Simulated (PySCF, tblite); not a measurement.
**C6H10O2+ (doublet): geometry, infrared bands and EPR parameters**

Aim: predict the infrared bands and EPR parameters of C6H10O2+ (doublet) (`COC(=O)[CH+][C](C)C`).

The runs use tblite 0.8.0 and PySCF 2.14.0, with density-fitted response routines of our own; the level of theory stands in each step. All values are computed, except where a source is named. Atoms are numbered from 0 throughout.

### 1 Starting geometry

18 atoms, charge 1, multiplicity 2; geometry from: force field or distance geometry start.

Bonds of the start (Å): C0–O1 1.41, O1–C2 1.38, C2–O3 1.25, C2–C4 1.49, C4–C5 1.50, C5–C6 1.52, C5–C7 1.52, C0–H8 1.10, C0–H9 1.12, C0–H10 1.11, C4–H11 1.09, C6–H12 1.10, C6–H13 1.11, C6–H14 1.10, C7–H15 1.09, C7–H16 1.12, C7–H17 1.10.

### 2 Optimising the geometry with GFN2-xTB

The job: settings as JSON, then the geometry in Å.

```
{"job": {"kind": "relax", "xc": "GFN2-xTB", "basis": "xTB"}, "charge": 1, "multiplicity": 2}
C      3.235000     0.098200    -0.178400
O      1.889200    -0.207700    -0.485000
C      0.974600    -0.717600     0.419300
O      1.221600    -0.944800     1.623400
C     -0.390900    -0.976400    -0.104200
C     -1.449600    -0.005900     0.315300
C     -2.731800    -0.487600    -0.349400
C     -1.051200     1.326900    -0.286900
H      3.426400     0.273500     0.893300
H      3.445600     1.063200    -0.712900
H      3.853900    -0.729900    -0.595100
H     -0.601400    -1.815400    -0.762400
H     -2.793800    -0.103600    -1.374400
H     -3.583900    -0.166700     0.277200
H     -2.720500    -1.583300    -0.436300
H     -1.723000     1.641500    -1.086100
H     -0.957600     2.123300     0.492600
H     -0.051400     1.218500    -0.720900
```

The run is started by

```
OMP_NUM_THREADS=1 python probes_run.py task.json out
```

One launch serves the whole session: the jobs run in the order shown.

**Question.** This job is followed by: GFN2-xTB harmonic vibrations, gas phase; UKS B3LYP, pcH-1 on C H O, non-relativistic, mean-field spin-orbit, GIAO. What will the session give for the following? strongest single infrared mode (GFN2-xTB); zero-point energy (GFN2-xTB); g(iso) (B3LYP); ⟨S²⟩; largest a(iso) (averaged by class).

**Answer**, as computed:

```
                                 quantity                                         value
strongest single infrared mode (GFN2-xTB)                         2712 cm⁻¹, 231 km/mol
             zero-point energy (GFN2-xTB)                                 89.8 kcal/mol
                           g(iso) (B3LYP)                                       2.00472
                                     ⟨S²⟩                            0.757 (exact 0.75)
       largest a(iso) (averaged by class)  1H on H12, H13, H14, H15, H16, H17, 40.0 MHz
```

**Reading.** Relaxing lowered the energy by 2.765 eV in 269 steps; the close pair that moved most is C4–C5, from 1.496 to 1.364 Å. All 48 modes are real, so the xTB geometry is a minimum. The strongest single mode, at 2712 cm⁻¹, moves mainly H16. Unscaled tight-binding wavenumbers are off by several per cent, some by more. Its intensities can rank the bands wrongly. C4 carries the largest spin population, 0.52 e. The isotropic g lies 2.4 ppt above the free-electron value. The conformer search found further structures of the same energy, which may be mirror or relabelled copies of this one.
